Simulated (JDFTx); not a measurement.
HfB:

```
Hf B
1.0
     0.00000    2.31000    2.31000
     2.31000    0.00000    2.31000
     2.31000    2.31000    0.00000
Hf B
1 1
Cartesian
  2.3100 2.3100 2.3100
  0.0000 0.0000 0.0000
```

Base run:

* Program: JDFTx 1.7.0 (patched build)
* Functional: PBE
* Potentials or basis: PseudoDojo-FR-PBE-0.4-standard with smoothed tails
* Cutoff: 1034 eV
* Density cutoff: 8272 eV
* k mesh: 10 × 10 × 10
* Occupations: fermi-dirac, width 0.05 eV
* Spin: spin-orbit coupling, no magnetisation

Its results: band gap on the k mesh none (metal or under the smearing width); pressure 30.0 GPa.

Question: The run is repeated on the same cell with these changes: potentials or basis from PseudoDojo-FR-PBE-0.4-standard with smoothed tails to PseudoDojo-SR-PBE-0.4.1-standard with smoothed tails; spin from spin-orbit coupling, no magnetisation to no spin polarisation. What comes out?

Answer: Band gap on the k mesh none (metal or under the smearing width); pressure 30.7 GPa.

Caveats: a pressure of tens of GPa on the cell as given is suspect, and the run, the potentials or the cell itself is likely at fault; the empty levels aren't tightly converged (some runs).
